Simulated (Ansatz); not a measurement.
Fe3Ge:

```
CELL_PARAMETERS angstrom
3.66050 0.00000 0.00000
0.00000 3.66050 0.00000
0.00000 0.00000 3.66050
ATOMIC_POSITIONS crystal
Ge 0.00000 0.00000 0.00000
Fe 0.50000 0.00000 0.50000
Fe 0.50000 0.50000 0.00000
Fe 0.00000 0.50000 0.50000
```

The cell comes from a database or a generator and needn't be the stable form of this composition.

```yaml
Program: Ansatz 0.2.0
Task: single point
Functional: PBEsol
Potentials_or_basis: all-electron LAPW, scalar-relativistic
Cutoff: 279 eV (chosen from the basis error)
Basis_error_allowed: 0.001 eV/atom
k_mesh: 7 × 7 × 7
Occupations: fermi-dirac, width 0.05 eV
Spin: collinear spin, ferromagnetic start
Starting_moments: "[0.0, 3.0, 3.0, 3.0] μB"
```

On this cell: pressure -11.6 GPa; largest force zero by symmetry; net moment 6.41 μB per cell; site moments Ge -0.15; Fe +2.22 μB; band gap on the k mesh none (metal or under the smearing width).

The same run follows on a disturbed copy (atoms moved at random, drawn with an rms of 0.05 Å):

```xyz
4
Lattice="3.6605 0.0000 0.0000 0.0000 3.6605 0.0000 0.0000 0.0000 3.6605" Properties=species:S:1:pos:R:3 pbc="T T T"
Ge   -0.0646    0.0044    0.0328
Fe    1.8621    0.0321    1.8623
Fe    1.8179    1.8869    0.0422
Fe    0.0151    1.8052    1.8333
```

Q: What does the disturbed cell give?

A: The energy (extrapolated to zero smearing) moves by +10.8 meV/atom; pressure -11.1 GPa; largest force 0.566 eV/Å; net moment 6.39 μB per cell; site moments Ge -0.14; Fe +2.20, +2.21 μB; band gap on the k mesh none (metal or under the smearing width).

Forces in eV/Å, atoms in the order of the input:
```
Ge   0.546  0.077 -0.128
Fe  -0.458 -0.072  0.017
Fe  -0.111 -0.329 -0.133
Fe   0.022  0.324  0.243
```

Stress tensor (GPa, compression positive):
```
-11.04   0.24  -0.05
  0.24 -11.26   0.08
 -0.05   0.08 -11.10
```
